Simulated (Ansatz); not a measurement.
# YNi2B2C (I4/mmm): equation of state with a fit in Python

Aim: an equation of state with a fit, for YNi2B2C (I4/mmm), run from a script.

Program: Ansatz 0.2.0, driven from Python. Level of theory: DFT PBEsol, plane waves, PAW. These are calculated values, not measurements.

## Step 1: The structure

The structure is tetragonal, space group I4/mmm (No. 139). The conventional cell has a = 3.549 Å, b = 3.549 Å, c = 10.373 Å, α = 90.00°, β = 90.00°, γ = 90.00°. Y (site symmetry 4/mmm) is surrounded by 4 C at 2.51 Å. Around Ni (site symmetry -4m2) lie 4 B at 2.09 Å. B (site symmetry 4mm) is surrounded by 1 C at 1.49 Å and 4 Ni at 2.09 Å. Around C (site symmetry 4/mmm) lie 2 B at 1.49 Å.

No structure file is read: the coordinates are typed or built in the script.

## Step 2: Script

File eos_yni2b2c.py:

```python
"""Bulk modulus of YNi2B2C from an E(V) curve."""

import warnings

import ansatz as az
from ase.eos import EquationOfState
from ase.units import GPa
import numpy as np

vectors0 = np.array([
    [-1.774395, 1.774395, 5.186256],
    [1.774395, -1.774395, 5.186256],
    [1.774395, 1.774395, -5.186256],
])
sites = [
    ("Y", [0.5, 0.5, 0.0], 0.0),
    ("Ni", [0.75, 0.25, 0.5], 2.0),
    ("Ni", [0.25, 0.75, 0.5], -2.0),
    ("B", [0.143902, 0.143902, 0.0], 0.0),
    ("B", [0.856098, 0.856098, 0.0], 0.0),
    ("C", [0.0, 0.0, 0.0], 0.0),
]


def make_crystal(cell):
    crystal = az.Crystal(lattice=az.Lattice.of(cell))
    for symbol, position, moment in sites:
        crystal = crystal.atom(symbol, position, moment=moment or None)
    return crystal


def main() -> None:
    warnings.simplefilter("ignore", az.DeckWarning)

    # uniform scaling of the cell
    volumes, energies = [], []
    for scale in np.linspace(0.95, 1.07, 5):
        cell = vectors0 * scale ** (1 / 3)
        setup = (
            make_crystal(cell).calculation()
            .functional("PBEsol")
            .occupations(az.OccupationsMethod.FERMI_DIRAC, width=0.1)
            .spin("collinear")
            .scf(tolerance=1e-09)
            .basis(500)
            .kpoints(11, 11, 11)
        )
        r = setup.run().report
        volumes.append(abs(np.linalg.det(cell)) / len(sites))
        energies.append(r["free_energy_ev"] / len(sites))
        print(f"V = {volumes[-1]:8.4f} A^3/atom  F = {energies[-1]:.5f} eV/atom")

    eos = EquationOfState(volumes, energies, eos="murnaghan")
    v0, e0, bulk = eos.fit()
    print(f"V0 = {v0:.4f} A^3/atom, E0 = {e0:.5f} eV/atom, B = {bulk / GPa:.1f} GPa")
    eos.plot("eos.png")


if __name__ == "__main__":
    main()
```

## Step 3: What the engine is handed

The package turns the script's settings into the engine's input (first run):

```yaml
crystal:
  lattice:
    - [-1.744314697391159, 1.744314697391159, 5.09833637111978]
    - [1.744314697391159, -1.744314697391159, 5.09833637111978]
    - [1.744314697391159, 1.744314697391159, -5.09833637111978]
  atoms:
    - { symbol: "Y", position: [0.5, 0.5, 0.0] }
    - { symbol: Ni, position: [0.75, 0.25, 0.5], spin: 2.0 }
    - { symbol: Ni, position: [0.25, 0.75, 0.5], spin: -2.0 }
    - { symbol: B, position: [0.143902, 0.143902, 0.0] }
    - { symbol: B, position: [0.856098, 0.856098, 0.0] }
    - { symbol: C, position: [0.0, 0.0, 0.0] }
basis:
  ecutwfc: 500.0
kpoints:
  mp_grid:
    grid: [11, 11, 11]
hamiltonian:
  xc: pbesol
magnetization:
  spin_polarized: true
scf:
  convergence:
    dr2_threshold: 1.0e-09
  occupations:
    method: fermi_dirac
    width: 0.1
```

## Step 4: Launch

Started as:

```bash
$ python eos_yni2b2c.py
```

**Question.** Estimate the equilibrium volume and the bulk modulus.

As calculated:

| quantity | value |
| --- | --- |
| runs compared | 5 |
| range of energy | 57.83 meV/atom |
| lowest point, volume (Å³/atom) | 10.668 |
| equilibrium volume (fit) | 10.58 Å³/atom |
| bulk modulus (fit) | 204 GPa |

In words: A third-order Birch-Murnaghan fit through the 5 points (the script's own form differs a little) has its minimum at 10.58 Å³ an atom, 2.8 % below the typed cell, with a bulk modulus of 204 GPa and dB/dP = 4.1. From that minimum the energy rises by 3.5 meV an atom on the compressed side and 58.3 meV on the expanded side. The window is off centre, so dB/dP is rough. Notes:
- The SCF didn't keep the moments it started from (some shrank, vanished or turned); what is printed is the state reached.
- Shape and fractional positions are held along the curve, so the bulk modulus is an upper value where they are free to relax.
- The structure comes from a database of computed cells and needn't be a stable or known phase. The starting moments were not kept in at least one run, so it stands on a weaker or other magnetic state than the one typed.
